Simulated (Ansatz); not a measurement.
# Sc (Sc, dhcp): the cost of one run

Method: DFT m-r2SCAN, plane waves (500 eV) with PAW, scalar-relativistic; the PAW data stem from PBE, with regenerated cores; m-r²SCAN is r²SCAN on the gauge-invariant kinetic-energy density, in Ansatz 0.2.0.

**1. The system as given**

The structure is hexagonal, space group P6_3/mmc (No. 194). The conventional cell has a = 3.282 Å, b = 3.282 Å, c = 10.720 Å, α = 90.00°, β = 90.00°, γ = 120.00°. Sc (site symmetry -3m) is surrounded by 12 Sc at 3.28 Å. Around Sc (site symmetry -6m2) lie 12 Sc at 3.28 Å.

Coordinates:

```
Sc
1.0
     3.28219    0.00000    0.00000
    -1.64109    2.84246    0.00000
     0.00000    0.00000   10.71962
Sc
4
Direct
  0.00000 0.00000 0.00000
  0.00000 0.00000 0.50000
  0.33333 0.66667 0.25000
  0.66667 0.33333 0.75000
```

Starting moments (μB): +1 ×4.

**2. Relaxing cell and atoms**

input.yaml reads:

```yaml
crystal:
  lattice:
    - [3.282187217, 0.0, 0.0]
    - [-1.6410936085, 2.8424575099, 0.0]
    - [0.0, 0.0, 10.7196234508]
  atoms:
    - { symbol: Sc, position: [0.0, 0.0, 0.0], spin: 1.0 }
    - { symbol: Sc, position: [0.0, 0.0, 0.5], spin: 1.0 }
    - { symbol: Sc, position: [0.3333333333, 0.6666666667, 0.25], spin: 1.0 }
    - { symbol: Sc, position: [0.6666666667, 0.3333333333, 0.75], spin: 1.0 }
hamiltonian:
  xc: mr2scan
  pseudopotentials:
    kind: paw
    azcp:
      Sc: "pseudopotentials/Sc.paw.azcp"
basis:
  ecutwfc: 500
  fft_grid_basis: typed
kpoints:
  mp_grid: { grid: [11, 11, 3], shift: [0, 0, 0] }
magnetization:
  spin_polarized: true
scf:
  occupations: { method: fermi_dirac, width: 0.05 }
relax:
  max_steps: 60
  f_tol: 0.01
  cell: {}
output:
  write_density: true
  write_potential: true
  elf: true
  volumetric_format: npy
```

Launch:

```
ansatz run input.yaml --threads 2 --pin off --max-ram 6144MiB --backend cpu --events-out ev --progress --plain --runs-dir out
```

Q: Estimate wall time and peak memory on 2 threads of Arm Neoverse V1, shared host.

About 80 s, with a peak of 0.71 GiB.
